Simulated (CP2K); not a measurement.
# AlCl2F (SMILES [F][Al]([Cl])[Cl]): MNDOD

What is the vertical ionisation energy of AlCl2F at MNDOD? 

Program for the calculation: CP2K 2026.2.

5 further runs of the same task are left out: 1 that didn't finish, 4 set aside as unsound or not needed.

## (1) Starting point

AlCl2F: 4 atoms, total charge 0, spin state singlet. SMILES: `[F][Al]([Cl])[Cl]`. The shape comes from GFN2-xTB, which is rough for such elements, and wasn't checked as a minimum.

Bond lengths: F1–Al2 1.655 Å, Al2–Cl3 2.019 Å, Al2–Cl4 2.018 Å. Angles: F1–Al2–Cl3 116.3°, F1–Al2–Cl4 116.3°, Cl3–Al2–Cl4 127.3°.

## (2) Energy and gradient at MNDOD

The input, calc.inp:

```
&GLOBAL
  PROJECT calc
  RUN_TYPE ENERGY_FORCE
  PRINT_LEVEL MEDIUM
&END GLOBAL

&FORCE_EVAL
  METHOD QUICKSTEP
  &DFT
    &QS
      METHOD MNDOD
      EPS_DEFAULT 1.0E-10
      &SE
        &COULOMB
          CUTOFF [angstrom] 50
          RC_RANGE [angstrom] 0
        &END COULOMB
        &EXCHANGE
          CUTOFF [angstrom] 50
          RC_RANGE [angstrom] 0
        &END EXCHANGE
      &END SE
    &END QS
    &POISSON
      PERIODIC NONE
      POISSON_SOLVER ANALYTIC
    &END POISSON
    &SCF
      SCF_GUESS ATOMIC
      EPS_SCF 1.0E-06
      MAX_SCF 80
      ADDED_MOS 2
      &DIAGONALIZATION
        ALGORITHM STANDARD
      &END DIAGONALIZATION
      &MIXING
        METHOD DIRECT_P_MIXING
        ALPHA 0.4
      &END MIXING
    &END SCF
    &PRINT
      &MOMENTS
        PERIODIC F
        REFERENCE COM
        MAX_MOMENT 1
      &END MOMENTS
      &MO ON
        ENERGIES T
        OCCUPATION_NUMBERS T
        NDIGITS 6
        &EACH
          QS_SCF 0
        &END EACH
        ADD_LAST NUMERIC
      &END MO
      &HIRSHFELD OFF
      &END HIRSHFELD
    &END PRINT
  &END DFT
  &SUBSYS
    &CELL
      ABC 12.5 12.5 12.7
      PERIODIC NONE
    &END CELL
    &COORD
      UNIT bohr
      F      0.1598897     0.7163385     3.1052547
      Al     0.0054424     0.0166296     0.0616807
      Cl     2.3252702    -2.7549939    -1.1580998
      Cl    -2.4906212     2.0220070    -2.0088545
    &END COORD
    &TOPOLOGY
      &CENTER_COORDINATES
      &END CENTER_COORDINATES
    &END TOPOLOGY
  &END SUBSYS
  &PRINT
    &FORCES ON
    &END FORCES
  &END PRINT
&END FORCE_EVAL
```

On the command line:

```sh
$ OMP_NUM_THREADS=1 cp2k.psmp calc.inp > calc.out
```

Log:

```text
CP2K| version string:                                       CP2K version 2026.2
[...]
 GLOBAL| Method name                                                        CP2K
[...]
 GLOBAL| Run type                                                   ENERGY_FORCE
[...]
                             - Atoms:                                          4
[...]
                             - Spherical basis functions:                     31
[...]
 Number of electrons:                                                         24
[...]
     1 P_Mix/Diag. 0.40E+00    0.0     0.53851087       -36.2792329900 -3.63E+01
[...]
    15 DIIS/Diag.  0.18E-06    0.0     0.00000049       -39.0929848296 -5.04E-11
  *** SCF run converged in    15 steps ***
  Core-core repulsion energy [eV]:                           1041.18842244310235
  Core Hamiltonian energy [eV]:                             -1797.42200993251527
  Two-electron integral energy [eV]:                         -615.08125761550809
  Electronic energy [eV]:                                   -2104.96263874026909
  Total energy [eV]:                                        -1063.77421629716696
  Atomic reference energy [eV]:                              1055.52096474166115
  Heat of formation [kcal/mol]:                              -190.32451734381573
[...]
 SE_DIPOLE| Moment [Debye]          0.05405735       0.25548730       1.15134751
 SE_DIPOLE| Derivative [a.u.]       0.00000000       0.00000000       0.00000000
 ENERGY| Total FORCE_EVAL ( QS ) energy [hartree]            -39.092984829615148
 FORCES| Atomic forces [hartree/bohr]
 FORCES|   Atom     x               y               z               |f|
 FORCES|      1  3.27987596E-03  1.45306867E-02  6.30819234E-02   6.48168767E-02
 FORCES|      2 -1.59675922E-03 -8.25498063E-03 -3.45600965E-02   3.55681685E-02
 FORCES|      3  1.51031963E-02 -1.89242422E-02 -1.13413094E-02   2.67368432E-02
 FORCES|      4 -1.67863131E-02  1.26485361E-02 -1.71805175E-02   2.71465643E-02
 FORCES| Sum     0.00000000E+00  2.22044605E-16 -5.55111512E-17
 FORCES| Total atomic force                                       2.28878340E-16
[...]
```

Wall time 0.88 s (1 thread of AMD EPYC 9R45 (Zen 5), shared host); peak memory 0.19 GiB.

## (3) The doublet cation, same level

The input, job.inp:

```
&global
  project job
  run_type ENERGY_FORCE
  print_level MEDIUM
&end global

&force_eval
  method Quickstep
  &dft
    charge 1
    multiplicity 2
    uks T
    &qs
      method MNDOD
      eps_default 1.0E-10
      &se
        &coulomb
          cutoff [angstrom] 50
          rc_range [angstrom] 0
        &end coulomb
        &exchange
          cutoff [angstrom] 50
          rc_range [angstrom] 0
        &end exchange
      &end se
    &end qs
    &poisson
      periodic NONE
      poisson_solver ANALYTIC
    &end poisson
    &scf
      scf_guess ATOMIC
      eps_scf 1.0E-06
      max_scf 100
      added_mos 8
      &diagonalization
        algorithm STANDARD
      &end diagonalization
      &mixing
        method DIRECT_P_MIXING
        alpha 0.4
      &end mixing
    &end scf
    &print
      &moments
        periodic F
        reference COM
        max_moment 1
      &end moments
      &mo ON
        energies T
        occupation_numbers T
        ndigits 6
        &each
          qs_scf 0
        &end each
        add_last NUMERIC
      &end mo
      &hirshfeld OFF
      &end hirshfeld
    &end print
  &end dft
  &subsys
    &cell
      abc 12.5 12.5 12.7
      periodic NONE
    &end cell
    &coord
      UNIT bohr
      F      0.1598897     0.7163385     3.1052547
      Al     0.0054424     0.0166296     0.0616807
      Cl     2.3252702    -2.7549939    -1.1580998
      Cl    -2.4906212     2.0220070    -2.0088545
    &end coord
    &topology
      &center_coordinates
      &end center_coordinates
    &end topology
  &end subsys
  &print
    &forces ON
    &end forces
  &end print
&end force_eval
```

On the command line:

```sh
$ OMP_NUM_THREADS=1 cp2k.psmp -i job.inp > job.out 2>&1
```

Log:

```text
CP2K| version string:                                       CP2K version 2026.2
[...]
 GLOBAL| Method name                                                        CP2K
[...]
 GLOBAL| Run type                                                   ENERGY_FORCE
[...]
                             - Atoms:                                          4
[...]
                             - Spherical basis functions:                     31
[...]
 Number of electrons:                                                         12
[...]
     1 P_Mix/Diag. 0.40E+00    0.0     0.28590895       -36.2542111452 -3.63E+01
[...]
    29 DIIS/Diag.  0.90E-07    0.0     0.00000078       -38.6493153636 -2.34E-12
  *** SCF run converged in    29 steps ***
  Core-core repulsion energy [eV]:                           1041.18842244310235
  Core Hamiltonian energy [eV]:                             -1733.68525523001585
  Two-electron integral energy [eV]:                         -718.40904672814941
  Electronic energy [eV]:                                   -2092.88977859409033
  Total energy [eV]:                                        -1051.70135615098820
  Atomic reference energy [eV]:                              1055.52096474166115
  Heat of formation [kcal/mol]:                                88.08227358308588
[...]
 SE_DIPOLE| Moment [Debye]          0.11513761       0.80079311       3.27945458
 SE_DIPOLE| Derivative [a.u.]       0.00000000       0.00000000       0.00000000
 ENERGY| Total FORCE_EVAL ( QS ) energy [hartree]            -38.649315363562685
 FORCES| Atomic forces [hartree/bohr]
 FORCES|   Atom     x               y               z               |f|
 FORCES|      1  2.90155207E-03  1.22780928E-02  5.37650364E-02   5.52254443E-02
 FORCES|      2 -3.06843727E-04  1.11328347E-03  2.61527114E-03   2.85888025E-03
 FORCES|      3  1.83875894E-02 -2.62324687E-02 -2.47484456E-02   4.04812477E-02
 FORCES|      4 -2.09822977E-02  1.28410925E-02 -3.16318619E-02   4.00715006E-02
 FORCES| Sum     5.55111512E-17 -5.55111512E-16  1.66533454E-16
 FORCES| Total atomic force                                       5.82205866E-16
[...]
```

Wall time 0.92 s (1 thread of AMD EPYC 9R45 (Zen 5), shared host); peak memory 0.19 GiB.

## (4) What came out

At MNDOD:

| quantity | value |
| --- | --- |
| singlet AlCl2F: total energy | -39.09298 Eh |
| singlet AlCl2F: dipole moment | 1.18 D |
| singlet AlCl2F: HOMO energy | -12.18 eV |
| singlet AlCl2F: LUMO energy | 0.06 eV |
| singlet AlCl2F: HOMO–LUMO gap | 12.23 eV |
| singlet AlCl2F: heat of formation at this unrelaxed shape | -190.3 kcal/mol |
| singlet AlCl2F: largest force on an atom | 3.333 eV/Å |
| doublet cation: total energy | -38.64932 Eh |
| doublet cation: HOMO energy (highest over α and β) | -17.09 eV |
| doublet cation: LUMO energy (lowest over α and β) | -11.96 eV |
| doublet cation: heat of formation at this unrelaxed shape | 88.1 kcal/mol |
| doublet cation: largest force on an atom | 2.840 eV/Å |
| vertical ionisation energy (to the doublet cation) | 12.073 eV |

**Reading.** Removing an electron at fixed nuclei costs 12.07 eV (1165 kJ/mol). The largest force (singlet AlCl2F) is 3.33 eV/Å: the shape isn't a stationary point for this species at this level.
